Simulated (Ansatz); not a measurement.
# CH₃ClOZn: basis-set convergence

An exercise on one series of results from a longer session: the logs are not shown, and one member is left open.

The runs use Ansatz 0.2.0, Gaussian basis; one geometry, several basis sets.

Plan: PBE0-D4/def2-SVP; ωB97M-V/def2-SVP; PBE0-D4/def2-QZVPP; ωB97M-V/def2-QZVPP; the functionals' def2-TZVPP values are taken from earlier runs.

### Structure used throughout

The geometry comes from an earlier relaxation with PBE0-D4 in a triple-zeta def2 set; it is a stationary point, not always the lowest conformer.

SMILES `[OH][Zn][CH2]Cl`, 7 atoms, charge 0, spin multiplicity 1.

Atoms are counted from 1 here; the program's logs count them from 0.

Bond lengths: O1–Zn2 1.773 Å, O1–H5 0.958 Å, Zn2–C3 1.932 Å, C3–Cl4 1.798 Å, C3–H6 1.089 Å, C3–H7 1.089 Å. Angles: Zn2–O1–H5 116.7°, O1–Zn2–C3 177.5°, Zn2–C3–Cl4 107.9°, Zn2–C3–H6 113.2°, Zn2–C3–H7 113.2°, Cl4–C3–H6 106.9°, Cl4–C3–H7 106.9°, H6–C3–H7 108.4°.

Set-up of the first run:

in.yaml reads:

```yaml
crystal:
  periodic: [false, false, false]
  atoms:
    - {symbol: O, position_ang: [-0.953177, 2.141247, -0.925310]}
    - {symbol: Zn, position_ang: [-0.184904, 0.699131, -0.237437]}
    - {symbol: C, position_ang: [0.724720, -0.827527, 0.521235]}
    - {symbol: Cl, position_ang: [-0.294550, -2.279722, 0.231017]}
    - {symbol: H, position_ang: [-1.849766, 2.039583, -1.247865]}
    - {symbol: H, position_ang: [1.691744, -1.022463, 0.060075]}
    - {symbol: H, position_ang: [0.865943, -0.750249, 1.598296]}
basis:
  gaussian: {orbitals: def2-SVP}
hamiltonian: {xc: pbe0, dispersion: d4}
output: {orbitals: {seedname: orbitals}}
```

Launch:

```bash
$ ansatz run in.yaml --threads 2 --pin off --events-out ev --progress --plain --max-ram 4352MiB
```

Steps of the session up to this table: PBE0-D4 in def2-SVP; ωB97M-V in def2-SVP; PBE0-D4 in def2-QZVPP; ωB97M-V in def2-QZVPP.

One of the session's tables, all rows but one given; the rest of the session is left out.

It belongs to the step «Functionals by basis». 

| functional | basis | HOMO (eV) |
| --- | --- | --- |
| PBE0-D4 | def2-SVP | -7.36 |
| PBE0-D4 | def2-TZVPP | -7.65 |
| PBE0-D4 | def2-QZVPP | -7.68 |
| ωB97M-V | def2-SVP | -9.54 |
| ωB97M-V | def2-TZVPP | -9.87 |
| ωB97M-V | def2-QZVPP | ? |

Q: Estimate the row for ωB97M-V, def2-QZVPP from the others.

The run gave: HOMO (eV): -9.91. In the column «HOMO (eV)» it is the lowest.
